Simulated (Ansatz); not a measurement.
# AlClOF (SMILES [O][Al]([F])[Cl]), step by step

Aim: a series of 16 runs (UHF/STO-3G, UHF/3-21G, UHF/6-31G*, UB3LYP/6-31G*, UPBE/def2-SVP, UMP2/6-31G*) of AlClFO. 

The results are computed with Ansatz 0.2.0.

### Step 1. The system as given

AlClOF: 4 atoms, total charge 0, spin state doublet. As SMILES, `[O][Al]([F])[Cl]`. The coordinates come from a PBE0-D4/def2-TZVP relaxation. The run starts from this shape.

Bond lengths: O1–Al2 1.724 Å, Al2–F3 1.632 Å, Al2–Cl4 2.063 Å. Angles: O1–Al2–F3 118.6°, O1–Al2–Cl4 118.4°, F3–Al2–Cl4 122.9°.

### Step 2. A geometry optimisation at UHF/STO-3G (start density atoms) (run 1)

run.yaml reads:

```yaml
crystal:
  periodic: [false, false, false]
  atoms:
    - {symbol: O, position_ang: [0.993300, 0.591700, 1.294800]}
    - {symbol: Al, position_ang: [0.061900, -0.095200, 0.016700]}
    - {symbol: F, position_ang: [0.278100, -1.671200, -0.348900]}
    - {symbol: Cl, position_ang: [-1.277700, 1.114400, -0.982900]}
basis:
  gaussian:
    orbitals: STO-3G
magnetization:
  spin_polarized: true
  initial_magnetization: 1
hamiltonian:
  xc: hf
relax:
  f_tol: 0.002
output:
  orbitals: {seedname: orbitals}
```

Run with:

```sh
ansatz run run.yaml --threads 1 --pin off --max-ram 3480MiB --events-out events.jsonl --progress --plain --runs-dir runs
```

Standard output:

```text
Warning: RAYON_NUM_THREADS=1 ignored (pool sized by the plan → 1); use --threads N
The last accepted step is kept in runs//last_step.txt (removed where the run ends without a failure and the disk answers)
[... 53 lines left out ...]
Total energy: -23554.81795137 eV, -865.6235936838 hartree
[... 4 lines left out ...]
Dipole moment:     0.269006    -0.277012     0.187634 e Å
```

It took 4.2 s on 1 thread of Arm Neoverse V2, shared host; peak memory 0.1 GiB.

Step by step:

| step | energy from the first frame kept (eV) | largest force (eV/Å) |
| --- | --- | --- |
| 1 | 0.0000 | 1.3378 |
| 2 | -0.0276 | 0.7021 |
| 3 | -0.0358 | 0.0526 |
| 4 | -0.0360 | 0.0268 |
| 5 | -0.0362 | 0.0124 |
| 6 | -0.0362 | 0.0004 |

After the run. Bond lengths: O1–Al2 1.705 Å, Al2–F3 1.599 Å, Al2–Cl4 2.062 Å. Angles: O1–Al2–F3 121.3°, O1–Al2–Cl4 118.9°, F3–Al2–Cl4 119.8°.

### Step 3. The harmonic vibrations at UHF/STO-3G (start density atoms) (run 2)

input.yaml reads:

```yaml
crystal:
  periodic: [false, false, false]
  atoms:
    - {symbol: O, position_ang: [0.993030, 0.594708, 1.295624]}
    - {symbol: Al, position_ang: [0.079746, -0.099316, 0.034564]}
    - {symbol: F, position_ang: [0.251040, -1.637866, -0.365728]}
    - {symbol: Cl, position_ang: [-1.268215, 1.082174, -0.984760]}
basis:
  gaussian: {orbitals: STO-3G}
phonons: {temperatures: {t_min: 298.15, t_max: 298.15, t_step: 1}}
magnetization: {spin_polarized: true, initial_magnetization: 1}
hamiltonian: {xc: hf}
```

Run with:

```sh
ansatz run input.yaml --threads 1 --pin off --max-ram 3480MiB --events-out events.jsonl --progress --plain --runs-dir runs
```

Standard output:

```text
Warning: RAYON_NUM_THREADS=1 ignored (pool sized by the plan → 1); use --threads N
[... 139 lines left out ...]
Total energy: -23554.81795132 eV, -865.6235936821 hartree
[... 4 lines left out ...]
Dipole moment:     0.269006    -0.277012     0.187634 e Å
Vibrations: 204.83 239.23 262.09 577.27 939.81 1099.58 cm⁻¹, zero-point energy 0.205988 eV
```

It took 6.9 s on 1 thread of Arm Neoverse V2, shared host; peak memory 0.085 GiB.

Runs 3 to 15 aren't shown in full; the table further down has their settings and results.

### Step 4. The harmonic vibrations at UMP2/6-31G(d) (Cartesian functions, start density atoms) (run 16)

molecule.yaml reads:

```yaml
crystal:
  periodic: [false, false, false]
  atoms:
    - {symbol: O, position_ang: [1.007037, 0.597028, 1.311814]}
    - {symbol: Al, position_ang: [0.058141, -0.090939, 0.014207]}
    - {symbol: F, position_ang: [0.276202, -1.681054, -0.354734]}
    - {symbol: Cl, position_ang: [-1.285780, 1.114665, -0.991587]}
basis:
  gaussian: {orbitals: "6-31G*"}
magnetization: {spin_polarized: true, initial_magnetization: 1}
correlation: {method: mp2}
phonons: {temperatures: {t_min: 298.15, t_max: 298.15, t_step: 1}}
```

Run with:

```sh
ansatz run molecule.yaml --threads 1 --pin off --max-ram 3480MiB --events-out events.jsonl --progress --plain --runs-dir runs
```

Standard output:

```text
Warning: RAYON_NUM_THREADS=1 ignored (pool sized by the plan → 1); use --threads N
[... 29 lines left out ...]
12 core orbitals not correlated: weight in the atoms' cores, before any rotation towards them, 1.000 or more for the frozen orbitals, at most 0.000 for the correlated occupied ones
[... 86 lines left out ...]
12 core orbitals not correlated: weight in the atoms' cores, before any rotation towards them, 1.000 or more for the frozen orbitals, at most 0.000 for the correlated occupied ones
[... 80 lines left out ...]
Dipole moment:    -0.045457    -0.019606    -0.057107 e Å
[... 1 line left out ...]
Checks for a lower state left out: cluster_reference
```

It took 60 s on 1 thread of Arm Neoverse V2, shared host; peak memory 0.18 GiB.

### Step 5. Overview of the runs

```csv
run,level,task,walk f tol,partner,energy (Eh),dipole moment (D),⟨S²⟩,wall time
1,UHF/STO-3G (start density atoms),optimise,0.002,base,-865.623594,2.06,0.756,4.2 s
2,UHF/STO-3G (start density atoms),frequencies,–,base,-865.623594,2.06,0.756,6.9 s
3,UHF/STO-3G (start density atoms),energy,–,cation,-865.309226,–,1.000,1.3 s
4,UHF/STO-3G (start density atoms),optimise,–,cation,-865.348424,–,1.000,7.2 s
5,UHF/3-21G (start density atoms),optimise,0.002,base,-871.393921,0.66,0.755,7.2 s
6,UHF/3-21G (start density atoms),frequencies,–,base,-871.393921,0.66,0.755,7.5 s
7,UHF/3-21G (start density atoms),energy,–,cation,-870.957835,–,1.007,4.8 s
8,UHF/3-21G (start density atoms),optimise,–,cation,-870.983156,–,1.009,18 s
9,"UHF/6-31G* (Cartesian functions, start density atoms)",optimise,0.002,base,-875.837275,0.31,0.756,14 s
10,"UHF/6-31G* (Cartesian functions, start density atoms)",frequencies,–,base,-875.837275,0.31,0.756,17 s
11,"UB3LYP/6-31G* (Cartesian functions, start density atoms)",optimise,0.002,base,-877.796568,0.34,0.753,35 s
12,"UB3LYP/6-31G* (Cartesian functions, start density atoms)",frequencies,–,base,-877.796568,0.34,0.753,39 s
13,UPBE/def2-SVP (start density atoms),optimise,0.002,base,-876.936051,0.59,0.753,28 s
14,UPBE/def2-SVP (start density atoms),frequencies,–,base,-876.936051,0.59,0.753,30 s
15,"UMP2/6-31G* (Cartesian functions, start density atoms)",optimise,0.002,base,-876.323462,0.36,0.756,22 s
16,"UMP2/6-31G* (Cartesian functions, start density atoms)",frequencies,–,base,-876.323462,0.36,0.756,60 s
```

### Step 6. Outcome

| quantity | value |
| --- | --- |
| run 16, UMP2/6-31G*: total energy | -876.32346 Eh |
| run 16, UMP2/6-31G*: dipole moment (correlated density) | 0.36 D |
| run 16, UMP2/6-31G*: correlation energy (12 core orbitals frozen) | -486.9 mEh |
| run 16, UMP2/6-31G*: ⟨S²⟩ of the reference determinant | 0.756 |
| run 16, UMP2/6-31G*: largest force on an atom | 0.002 eV/Å |
| run 16, UMP2/6-31G*: lowest harmonic wavenumber | 179 cm⁻¹ |
| run 16, UMP2/6-31G*: highest harmonic wavenumber | 951 cm⁻¹ |
| run 16, UMP2/6-31G*: zero-point energy | 17.7 kJ/mol |
| vertical ionisation energy (to the singlet cation), UHF/STO-3G | 8.554 eV |
| vertical ionisation energy (to the singlet cation), UHF/3-21G | 11.867 eV |
| adiabatic ionisation energy (to the singlet cation, no zero-point term), UHF/STO-3G | 7.488 eV |
| adiabatic ionisation energy (to the singlet cation, no zero-point term), UHF/3-21G | 11.177 eV |

At UHF/STO-3G: the vertical ionisation energy comes to 8.55 eV (197 kcal/mol). Only the singlet of the ionised species was computed; a triplet could lie lower. Its partner is spin-contaminated (⟨S²⟩ = 1.00 against 0.00), so the difference is in doubt. In a minimal basis such a difference can be off by several eV, whatever the method. At UHF/3-21G: removing an electron at fixed nuclei costs 11.87 eV (274 kcal/mol). Its partner is spin-contaminated (⟨S²⟩ = 1.01 against 0.00), so the difference is in doubt. Totals of different functionals can't be ranked against each other. In runs 1, 2, 3, 4 the basis is minimal, so the values are rough. Spin contamination of the reference: run 8 ⟨S²⟩ = 1.01, run 7 ⟨S²⟩ = 1.01, run 3 ⟨S²⟩ = 1.00, run 4 ⟨S²⟩ = 1.00. Where it is this large, the reference is a mixture of spin states, and values that rest on it are in doubt. All runs together took 5 min, the longest 60 s.
